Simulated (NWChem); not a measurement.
**UPBE/def2-SVP run of C2HF2 (SMILES F/[C]=C\F)**

Aim: the electronic atomisation energy of C2HF2 at UPBE/def2-SVP, from 4 runs. 

The results are computed with NWChem 7.3.0.

### 1 The structure to begin with

The species is C2HF2 (5 atoms), meant as a doublet with charge 0. SMILES: `F/[C]=C\F`. The coordinates come from a PBE0-D4/def2-TZVP relaxation.

Bond lengths: F1–C2 1.295 Å, C2–C3 1.313 Å, C3–F4 1.341 Å, C3–H5 1.080 Å. Angles: F1–C2–C3 131.7°, C2–C3–F4 122.5°, C2–C3–H5 122.5°, F4–C3–H5 115.0°.

### 2 The energy at UPBE/def2-SVP (run 1)

File c2hf2.xyz:

```xyz
5

F     -1.049400     0.476000    -1.486200
C     -0.104000    -0.180300    -0.893200
C      0.314100    -0.175100     0.351300
F     -0.242000     0.599600     1.294700
H      1.131100    -0.793900     0.692000
```

File c2hf2.nw:

```
START c2hf2
memory stack 880 mb heap 220 mb global 1100 mb
GEOMETRY noautosym nocenter noautoz
   load format xyz c2hf2.xyz
END
BASIS spherical bse
   * library def2-SVP
END
DFT
   xc xpbe96 cpbe96
   mult 2
   grid fine
   convergence energy 1e-08
   iterations 100
   mulliken
   noprint "final vectors analysis"
END
TASK dft energy
```

On the command line:

```bash
$ nwchem c2hf2.nw > c2hf2.out
```

The program printed:

```text
[...]
          Wavefunction type:  spin polarized.
          No. of atoms     :     5
          No. of electrons :    31
[...]
          Charge           :     0
          Spin multiplicity:     2
[...]
          AO basis - number of functions:    61
[...]
              XC Information
              --------------
          PerdewBurkeErnzerhof Exchange Functional  1.000
            Perdew 1991 LDA Correlation Functional  1.000 local
           PerdewBurkeErnz. Correlation Functional  1.000 non-local
[...]
 d= 0,ls=0.0,diis     1   -275.7764798508 -3.81D+02  1.44D-02  1.98D-01     0.7
[...]
 d= 0,ls=0.0,diis    13   -275.8690883207 -1.42D-09  4.06D-07  9.28D-10     7.4
[...]
         Total DFT energy =     -275.869088320750
      One electron energy =     -589.320221288443
           Coulomb energy =      240.049377053495
    Exchange-Corr. energy =      -31.770539663772
 Nuclear repulsion energy =      105.172295577970
[...]
      Total Density - Mulliken Population Analysis
     ---------------------------------------------
    Atom       Charge   Shell Charges
 -----------   ------   -------------------------------------------------------
    1 F    9     9.07   1.99  1.15  0.75  3.34  1.84  0.01
    2 C    6     5.92   1.99  0.93  0.27  1.94  0.71  0.07
    3 C    6     5.89   1.98  0.90  0.19  2.06  0.68  0.07
    4 F    9     9.17   1.99  1.14  0.78  3.34  1.92  0.01
    5 H    1     0.95   0.74  0.19  0.02
[...]
      <S2> =      0.7572 (Exact =     0.7500)
[...]
```

Run time: 8.1 s. Hardware: 1 thread of Intel Xeon Platinum 8559C (Emerald Rapids), shared host; peak memory 0.11 GiB.

### 3 The C atom, same level (run 2)

File c.nw:

```
start c
title "C"
memory 2200 mb

geometry units angstroms noautosym nocenter noautoz
   C      0.000000     0.000000     0.000000
end

basis spherical bse
   C library def2-SVP
end

dft
   xc xpbe96 cpbe96
   mult 3
   grid fine
   convergence energy 1e-08
   maxiter 100
   mulliken
   print low
end

task dft energy
```

Run the same way, it converges to -37.75124 Eh (log not shown).

### 4 The F atom, same level (run 3)

File f.nw:

```
start f
title "F"
memory 2200 mb
charge 0

geometry units angstroms noautosym nocenter noautoz
  F     0.000000    0.000000    0.000000
end

basis spherical bse
  * library def2-SVP
end

dft
  xc xpbe96 cpbe96
  mult 2
  grid fine
  convergence energy 1e-08
  iterations 100
  mulliken
  noprint "final vectors analysis"
end

task dft
```

Run the same way, it converges to -99.53976 Eh (log not shown).

### 5 The H atom (run 4)

File h.nw:

```
start h
title "H"
memory total 2200 mb
charge 0

geometry units angstrom noautosym nocenter noautoz
H        0.000000       0.000000       0.000000
end

basis spherical bse
* library def2-SVP
end

dft
xc xpbe96 cpbe96
mult 2
grid fine
convergence energy 1e-08
maxiter 100
mulliken
noprint "final vectors analysis"
end

task dft energy
```

Run the same way, it converges to -0.49863 Eh (log not shown).

### 6 The series

| run | partner | energy (Eh) | ⟨S²⟩ | wall time |
| --- | --- | --- | --- | --- |
| 1 | base | -275.869088 | 0.757 | 8.1 s |
| 2 | atoms | -37.751236 | 2.002 | 0.66 s |
| 3 | atoms | -99.539757 | 0.751 | 0.66 s |
| 4 | atoms | -0.498629 | 0.750 | 0.6 s |

### 7 What came out

At UPBE/def2-SVP:

```
                     quantity        value
         H atom: total energy  -0.49863 Eh
                 H atom: ⟨S²⟩        0.750
electronic atomisation energy    21.455 eV
```

**Reading.** Taking the molecule apart into free atoms costs 21.46 eV (495 kcal/mol), before zero-point energy and without spin-orbit coupling. All runs together took 10 s, the longest 8.1 s.
